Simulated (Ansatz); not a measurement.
# TiSi2: the cost of one run

Computed with Ansatz 0.2.0 (DFT r2SCAN, scalar-relativistic, plane waves, PAW, unless a step's input says otherwise).

3 further runs of the same task are left out: 1 that didn't finish, 2 set aside as unsound or not needed.

**1. The structure to begin with**

Symmetry: Fddd, No. 70, orthorhombic system. Conventional cell: a = 4.781 Å, b = 8.232 Å, c = 8.516 Å, α = 90.00°, β = 90.00°, γ = 90.00°. Ti (site symmetry 222) has 10 Si at 2.55 to 2.78 Å in its first shell of neighbours. Around Si (site symmetry 2) lie 5 Si at 2.52 to 2.79 Å and 5 Ti at 2.55 to 2.78 Å.

As a file:

```xyz
6
Lattice="0.0000 4.1160 4.2581 2.3903 0.0000 4.2581 2.3903 4.1160 0.0000" Properties=species:S:1:pos:R:3 pbc="T T T"
Ti    3.5855    6.1740    6.3872
Ti    2.3903    4.1160    4.2581
Si    1.1952    0.7189    2.1291
Si    1.1952    3.3971    2.1291
Si    2.3903    1.3391    4.2581
Si    2.3903    6.8929    4.2581
```

It is the result of an earlier relaxation at this level (volume 13.96 Å³/atom; gap on the mesh: none (metal)).

**2. Bulk reference on the slab's mesh**

File input.yaml:

```yaml
crystal:
  lattice:
    - [4.7806857146, 0.0, 0.0]
    - [-2.3903428573, 4.2581108944, 0.0]
    - [2.3903428573, 0.0, 4.1159871627]
  atoms:
    - { symbol: Ti, position: [0.25, 0.5, 0.5] }
    - { symbol: Ti, position: [0.5, 0.0, 0.0] }
    - { symbol: Si, position: [0.912669972, 0.5, 0.174660056] }
    - { symbol: Si, position: [0.587330028, 0.5, 0.825339944] }
    - { symbol: Si, position: [0.837330028, 0.0, 0.325339944] }
    - { symbol: Si, position: [0.162669972, 0.0, 0.674660056] }
basis:
  ecutwfc: 500
kpoints:
  mp_grid: { grid: [8, 8, 9] }
hamiltonian:
  xc: r2scan
scf:
  occupations: { method: gaussian, width: 0.1 }
output:
  forces: true
  stress: true
  eigenvalues: true
  write_density: true
  write_potential: true
  elf: true
  volumetric_format: npy
```

Launch:

```sh
$ ansatz run input.yaml --threads 2 --pin off --max-ram 5120MiB --backend cpu --events-out ev --progress --plain --runs-dir out
```

Q: Estimate wall time and peak memory on 2 threads of Intel Xeon 6975P-C (Granite Rapids), shared host.

About 13 s, with a peak of 0.85 GiB.
